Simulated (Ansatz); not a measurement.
BH₇Si₃, SMILES [SiH3][SiH]1B[SiH2]1, vertical energies of changing the electron count

With Ansatz 0.2.0 through its Python package.

At the Python prompt:
```pycon
>>> import ansatz as az
>>> from ase import Atoms
>>> def energy(molecule, charge=0, unpaired=0):
...     calc = (
...         molecule.calculation()
...         .basis(gaussian='def2-SVPD')
...         .functional('hf')
...     )
...     if charge:
...         calc = calc.charge(charge)
...     if unpaired:
...         calc = calc.spin('collinear', total=unpaired)
...     return calc.run().report['free_energy_ev']
...
>>> atoms = Atoms(['Si', 'Si', 'B', 'Si', 'H', 'H', 'H', 'H', 'H', 'H', 'H'], positions=[
...     (-1.2353, 1.3199, -0.459),
...     (-0.5637, -0.6552, 0.1528),
...     (0.9807, -0.5055, 1.3895),
...     (1.4128, -1.0983, -0.5002),
...     (-2.0834, 1.2313, -1.7144),
...     (-2.1076, 1.9576, 0.6005),
...     (-0.1007, 2.2386, -0.7226),
...     (-1.4527, -1.7138, 0.5093),
...     (1.4436, -0.2284, 2.5153),
...     (2.0607, -0.0754, -1.2335),
...     (1.7109, -2.5278, -0.5171),
... ])
>>> molecule = az.Crystal.molecule_from_ase(atoms)
>>> parent = energy(molecule, 0, 0)
>>> cation = energy(molecule, 1, 1)
>>> print(f'E(N)   = {parent:.5f} eV')
E(N)   = -24357.91810 eV
>>> print(f'E(N-1) = {cation:.5f} eV  (1 unpaired)')
E(N-1) = -24350.65073 eV  (1 unpaired)
>>> print(f'vertical ionisation energy {cation - parent:.3f} eV')
vertical ionisation energy 7.267 eV
>>> anion = energy(molecule, -1, 1)
>>> print(f'E(N+1) = {anion:.5f} eV  (1 unpaired)')
E(N+1) = -24358.28353 eV  (1 unpaired)
>>> print(f'vertical electron affinity {parent - anion:.3f} eV' + ('' if anion < parent else ' (unbound in this basis)'))
vertical electron affinity 0.365 eV
>>> print(f'fundamental gap IP - EA = {cation + anion - 2 * parent:.3f} eV')
fundamental gap IP - EA = 6.902 eV
```

At this unrelaxed geometry removing an electron costs 7.27 eV and adding one releases 0.37 eV.

Reading the output:
- Total energies depend on the basis set; only differences at equal settings carry meaning.
- The geometry is a force-field or estimated start, not a minimum of this method, and the basis set is short of its limit. All parts are taken at fixed geometry, without zero-point energy. At an unrelaxed start these energies can be a whole eV from those at the minimum, and a small affinity can change sign.
- Hartree-Fock leaves correlation out, so bond, atomisation and ionisation energies come out well too low.
- Finished in 19 s on 1 thread of Arm Neoverse V2 (shared host), peak memory 0.49 GiB.
